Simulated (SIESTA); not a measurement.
CsLiCr2Te2S3:

```xyz
9
Lattice="3.4216 -5.1807 0.0078 3.4216 5.1807 0.0078 -2.9041 0.0000 7.4309" Properties=species:S:1:pos:R:3 pbc="T T T"
Cs    0.6167    0.0000    0.0649
Li    2.4219    0.0000    4.1212
Cr    0.1728    2.1297    4.1498
Cr    0.1728   -2.1297    4.1498
Te    4.0786    1.5993    2.1688
Te    4.0786   -1.5993    2.1688
S     2.0049   -2.1476    5.4598
S     2.0049    2.1476    5.4598
S     0.0600    0.0000    3.5978
```

The cell was built by a generator and needn't be a form met in nature.

Program: SIESTA 5.4.2. Alike in all runs: spin collinear, ferromagnetic start; cell as given; k mesh 5 × 5 × 4; smearing fermi-dirac 0.05 eV; grid cutoff 800 Ry; energy shift 0.003 Ry.

**Question.** Order these runs on this cell by their pressure, lowest first.
A. level PBE; potentials or basis PseudoDojo 0.4 standard (PBE files), SZP (energy shift 0.003 Ry; d shell added on Cs)
B. level BLYP; potentials or basis PseudoDojo 0.4 standard (PBE files), DZP (energy shift 0.003 Ry; two zetas on semicore shells; d shell added on Cs)
C. level LDA; potentials or basis PseudoDojo 0.4 standard (LDA files), DZP (energy shift 0.003 Ry; two zetas on semicore shells; d shell added on Cs)
D. level PBEsol; potentials or basis PseudoDojo 0.4 standard (PBEsol files), DZP (energy shift 0.003 Ry; two zetas on semicore shells; d shell added on Cs)
E. level PBE+U; potentials or basis PseudoDojo 0.4 standard (PBE files), DZP (energy shift 0.003 Ry; two zetas on semicore shells; d shell added on Cs); U Cr d U = 6 eV; hubbard projector method 1; U from the first cycle yes; broadening (eV) 0.05 eV; window from (eV) -10 eV; window to (eV) 5 eV

**Answer.** C (-3.4 GPa), D (-1.6 GPa), A (0.5 GPa), B (2.7 GPa), E (5.6 GPa).

Caveats: the basis of atomic orbitals isn't converged, which shifts pressures, moduli and gaps; only a ferromagnetic start was run, and an antiferromagnetic order may lie lower in energy; the potentials were made for another functional, which shifts forces and pressure (some runs).
